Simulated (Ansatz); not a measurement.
# GaGeH2 (quartet): the correlation ladder, cc-pVDZ

The task here is to estimate one member of a computed series from the others.

Computed with Ansatz 0.2.0, Gaussian basis. Level: cc-pVDZ, core rule «outside noble gas», up to 28 orbitals frozen.

Plan: UHF; CCSD(T) on ROHF; CCSD(T) on UHF; BCCD(T) on ROHF; CISD; CCSDT(Q) on ROHF; CCSDT(Q) on UHF; CASSCF and MRCISD+Q, 9 electrons in 10 orbitals; CASSCF and NEVPT2, 9 electrons in 10 orbitals.

17 further runs of the same task are left out: 1 for a known fault of the program, 1 for a mislabelled method, 4 that didn't finish, 11 set aside as unsound or not needed.

**What is computed**

The geometry is a PBE0/def2-TZVP stationary point (not a proven minimum) of the parent state, kept for this charge and spin. No spin-orbit coupling is included. The filled d shell of Ge, Ga may be among the frozen orbitals whatever the setting's name suggests; the logs give the count.

4 atoms, charge 0, spin multiplicity 4.

Atoms are counted from 1 here; the program's logs count them from 0.

Bond lengths: Ge1–Ga2 2.339 Å, Ge1–H3 1.691 Å, Ga2–H4 1.582 Å. Angles: Ga2–Ge1–H3 58.6°, Ge1–Ga2–H4 163.6°.

Set-up of the first run:

The input, in.yaml:

```yaml
crystal:
  periodic: [false, false, false]
  atoms:
    - {symbol: Ge, position_ang: [0.000000, -0.003654, 1.162916]}
    - {symbol: Ga, position_ang: [0.000000, -0.022851, -1.176473]}
    - {symbol: H, position_ang: [0.000000, 1.432545, 0.269458]}
    - {symbol: H, position_ang: [0.000000, 0.411477, -2.697219]}
basis:
  gaussian: {orbitals: cc-pVDZ}
magnetization: {spin_polarized: true, initial_magnetization: 3}
hamiltonian: {xc: hf}
output: {orbitals: {seedname: orbitals}}
```

Run with:

```console
> ansatz run in.yaml --threads 1 --pin off --events-out ev --progress --plain --max-ram 2393MiB
```

Among the steps run: UHF; CCSD(T) on ROHF; CCSD(T) on UHF; BCCD(T) on ROHF; CISD; CCSDT(Q) on ROHF; CCSDT(Q) on UHF; CASSCF and MRCISD+Q, 9 electrons in 10 orbitals; CASSCF and NEVPT2, 9 electrons in 10 orbitals.

One table of the session follows, with a row left open; its other results are not shown here.

It belongs to the step «Misses and costs». 

| method | from UCCSDT(Q) (meV) |
| --- | --- |
| ROHF | +4453.7 |
| UHF | +4310.5 |
| RMP2 | +1073.2 |
| UMP2 | +1079.9 |
| RCCSD | +210.1 |
| UCCSD | +191.0 |
| RCCSD(T) | +61.9 |
| UCCSD(T) | ? |
| BCCD(T) | +62.1 |
| RCCSDT | +23.3 |
| UCCSDT | +8.1 |
| RCCSDT(Q) | +15.4 |
| UCCSDT(Q) | 0 |
| CASSCF valence | +2645.8 |
| NEVPT2 valence | +725.2 |
| MRCISD valence | +185.6 |
| MRCISD+Q valence | +28.2 |

Estimate the missing values for UCCSD(T).

As computed: from UCCSDT(Q) (meV): +47.2. In the column «from UCCSDT(Q) (meV)» it lies between MRCISD+Q valence (+28.2) and RCCSD(T) (+61.9).

Not comparable, so not listed: CISD (they don't share determinant, frozen orbitals or solution with the rows shown, or repeat one).

To keep in mind: Restricted and unrestricted rows rest on different reference determinants; where their highest levels disagree by more than a few hundredths of an eV, they describe different states and don't form one ladder.
